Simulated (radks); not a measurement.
# The series with 31 electrons, Ga to Tl⁵⁰⁺

Aim: how levels and radii change as the nucleus grows at a fixed number of electrons, each ion in its NIST ground configuration.

The numbers are computed with radks (a radial shooting solver on a logarithmic mesh, Libxc functionals) version 1 (Dirac Kohn-Sham, PBE, spin-unpolarised, spherical densities, finite nucleus; open shells fill j = l - 1/2 first), except any that are marked as measured or tabulated.

### 1 The atom as given

- electrons: 31
- ions: Ga, Kr⁵⁺, Nb¹⁰⁺, Pd¹⁵⁺, Sb²⁰⁺, Ba²⁵⁺, Pm³⁰⁺, Dy³⁵⁺, Lu⁴⁰⁺, Os⁴⁵⁺, Tl⁵⁰⁺
- configuration: NIST ground configuration of each

### 2 Ga, [Ar] 3d10 4s2 4p1

The run's settings:

```text
Z 31
configuration [Ar] 3d10 4s2 4p1
relativity Dirac
functional pbe,pbe
spin unpolarised
j_filling energy
nucleus finite rms 3.9973 fm
c 137.035999084
```

### 3 Kr⁵⁺, [Ar] 3d10 4s2 4p1

The run's settings:

```text
Z 36
configuration [Ar] 3d10 4s2 4p1 5s0 4d0
relativity Dirac
functional pbe,pbe
spin unpolarised
j_filling energy
nucleus finite rms 4.1884 fm
c 137.035999084
```

### 4 Nb¹⁰⁺, [Ar] 3d10 4s2 4p1

The run's settings:

```text
Z 41
configuration [Ar] 3d10 4s2 4p1 5s0 4d0
relativity Dirac
functional pbe,pbe
spin unpolarised
j_filling energy
nucleus finite rms 4.324 fm
c 137.035999084
```

### 5 Pd¹⁵⁺, [Ar] 3d10 4s2 4p1

The run's settings:

```text
Z 46
configuration [Ar] 3d10 4s2 4p1 5s0 4d0
relativity Dirac
functional pbe,pbe
spin unpolarised
j_filling energy
nucleus finite rms 4.5318 fm
c 137.035999084
```

### 6 Sb²⁰⁺, [Ar] 3d10 4s2 4p1

The run's settings:

```text
Z 51
configuration [Ar] 3d10 4s2 4p1 5s0 4d0
relativity Dirac
functional pbe,pbe
spin unpolarised
j_filling energy
nucleus finite rms 4.6802 fm
c 137.035999084
```

### 7 Ba²⁵⁺, [Ar] 3d10 4s2 4p1

The run's settings:

```text
Z 56
configuration [Ar] 3d10 4s2 4p1 5s0 4d0
relativity Dirac
functional pbe,pbe
spin unpolarised
j_filling energy
nucleus finite rms 4.8378 fm
c 137.035999084
```

### 8 Pm³⁰⁺, [Ar] 3d10 4s2 4p1

The run's settings:

```text
Z 61
configuration [Ar] 3d10 4s2 4p1 5s0 4d0
relativity Dirac
functional pbe,pbe
spin unpolarised
j_filling energy
nucleus finite rms 4.962 fm
c 137.035999084
```

### 9 Dy³⁵⁺, [Ar] 3d10 4s2 4p1

The run's settings:

```text
Z 66
configuration [Ar] 3d10 4s2 4p1 5s0 4d0
relativity Dirac
functional pbe,pbe
spin unpolarised
j_filling energy
nucleus finite rms 5.2218 fm
c 137.035999084
```

### 10 Lu⁴⁰⁺, [Ar] 3d10 4s2 4p1

The run's settings:

```text
Z 71
configuration [Ar] 3d10 4s2 4p1 5s0 4d0
relativity Dirac
functional pbe,pbe
spin unpolarised
j_filling energy
nucleus finite rms 5.37 fm
c 137.035999084
```

### 11 Os⁴⁵⁺, [Ar] 3d10 4s2 4p1

The run's settings:

```text
Z 76
configuration [Ar] 3d10 4s2 4p1 5s0 4d0
relativity Dirac
functional pbe,pbe
spin unpolarised
j_filling energy
nucleus finite rms 5.4126 fm
c 137.035999084
```

### 12 Tl⁵⁰⁺, [Ar] 3d10 4s2 4p1

The run's settings:

```text
Z 81
configuration [Ar] 3d10 4s2 4p1 5s0 4d0
relativity Dirac
functional pbe,pbe
spin unpolarised
j_filling energy
nucleus finite rms 5.4759 fm
c 137.035999084
```

Q: Predict the outcome of this session. Wanted: for each run, ion; E; ε(3d3/2); ε(3d5/2); ε(4s1/2); ε(4p1/2); ε(4p3/2, empty); <r>(4p1/2).

**Answer**, as computed:

| ion | E (hartree) | ε(3d3/2) (eV) | ε(3d5/2) (eV) | ε(4s1/2) (eV) | ε(4p1/2) (eV) | ε(4p3/2, empty) (eV) | <r>(4p1/2) (bohr) |
| --- | --- | --- | --- | --- | --- | --- | --- |
| Ga | -1944.01089 | -19.357 | -18.896 | -8.900 | -2.622 | -2.507 | 3.388 |
| Kr⁵⁺ | -2783.51303 | -155.77 | -154.45 | -87.250 | -70.843 | -69.758 | 1.529 |
| Nb¹⁰⁺ | -3789.52956 | -378.82 | -375.86 | -216.30 | -190.28 | -187.13 | 1.089 |
| Pd¹⁵⁺ | -4964.97112 | -681.68 | -675.92 | -392.38 | -356.70 | -349.82 | 0.8569 |
| Sb²⁰⁺ | -6314.03734 | -1063.0 | -1052.8 | -615.38 | -569.81 | -556.87 | 0.7085 |
| Ba²⁵⁺ | -7841.9467 | -1522.5 | -1505.8 | -886.03 | -830.30 | -808.09 | 0.6039 |
| Pm³⁰⁺ | -9555.0112 | -2060.4 | -2034.6 | -1205.6 | -1139.3 | -1103.6 | 0.5257 |
| Dy³⁵⁺ | -11460.7316 | -2677.3 | -2639.0 | -1575.7 | -1498.4 | -1443.6 | 0.4646 |
| Lu⁴⁰⁺ | -13568.1902 | -3373.9 | -3318.9 | -1998.3 | -1909.6 | -1828.5 | 0.4153 |
| Os⁴⁵⁺ | -15888.2774 | -4151.1 | -4074.3 | -2476.1 | -2375.3 | -2258.8 | 0.3746 |
| Tl⁵⁰⁺ | -18434.0099 | -5009.7 | -4905.4 | -3011.9 | -2898.5 | -2735.0 | 0.3402 |

Between Ga and Tl⁵⁰⁺, 4p1/2 binds 1105 times more strongly and its mean radius falls by a factor 9.96. The order of these tabulated levels, which need not hold every outer shell, does not change along the series.
